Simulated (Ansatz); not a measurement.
# AlFH6N2O: the cost of one run

All numbers below are computed with Ansatz 0.2.0 (UKS PBE0-D4/STO-3G).

## (1) Starting point

Bond lengths: Al1–O2 2.180 Å, Al1–N3 1.767 Å, Al1–N4 1.774 Å, Al1–F6 2.112 Å, O2–H7 0.955 Å, N3–H8 1.010 Å, N3–H9 1.011 Å, N4–H10 1.011 Å, N4–H11 1.009 Å. Angles: Al1–O2–H7 119.2°, O2–Al1–N3 110.6°, O2–Al1–N4 109.3°, O2–Al1–F6 69.2°, N3–Al1–N4 132.3°, N3–Al1–F6 107.1°, N4–Al1–F6 110.7°, Al1–N3–H8 127.7°, Al1–N3–H9 121.6°, H8–N3–H9 109.1°, Al1–N4–H10 126.2°, Al1–N4–H11 122.4°, H10–N4–H11 108.5°.

Coordinates:

```xyz
11

Al   -0.2618    0.0031   -0.0419
O     1.9003   -0.1203   -0.2923
N    -1.0518    0.3042   -1.5940
N    -0.7422   -0.9440    1.3793
H     1.4459    0.9847    0.1432
F     0.6642    1.8085    0.5434
H     2.4271   -0.5187    0.3968
H    -1.6772   -0.3085   -2.0985
H    -0.7433    1.0434   -2.2105
H    -0.2870   -0.9394    2.2820
H    -1.6741   -1.3131    1.4925
```

## (2) Run 1

150 steps of 0.5 fs at constant energy, with velocities drawn for 100 K.

Contents of input.yaml:

```yaml
crystal:
  periodic: [false, false, false]
  atoms:
    - { symbol: Al, position_ang: [-0.2618, 0.0031, -0.0419] }
    - { symbol: O, position_ang: [1.9003, -0.1203, -0.2923] }
    - { symbol: "N", position_ang: [-1.0518, 0.3042, -1.594] }
    - { symbol: "N", position_ang: [-0.7422, -0.944, 1.3793] }
    - { symbol: H, position_ang: [1.4459, 0.9847, 0.1432] }
    - { symbol: F, position_ang: [0.6642, 1.8085, 0.5434] }
    - { symbol: H, position_ang: [2.4271, -0.5187, 0.3968] }
    - { symbol: H, position_ang: [-1.6772, -0.3085, -2.0985] }
    - { symbol: H, position_ang: [-0.7433, 1.0434, -2.2105] }
    - { symbol: H, position_ang: [-0.287, -0.9394, 2.282] }
    - { symbol: H, position_ang: [-1.6741, -1.3131, 1.4925] }
magnetization:
  spin_polarized: true
basis:
  gaussian: { orbitals: STO-3G }
hamiltonian:
  xc: pbe0
  dispersion: d4
md:
  timestep: 0.5
  n_steps: 150
  ensemble: nve
  temperature: 100.0
  initial_velocities: maxwell_boltzmann
  seed: 30838
```

On the command line:

```console
ansatz run input.yaml --threads 1 --pin off --max-ram 2048MiB --backend cpu --events-out ev --progress --plain --runs-dir out
```

Q: Estimate wall time and peak memory on 1 thread of Arm Neoverse V2, shared host.

About 7.7 min, with a peak of 0.13 GiB.
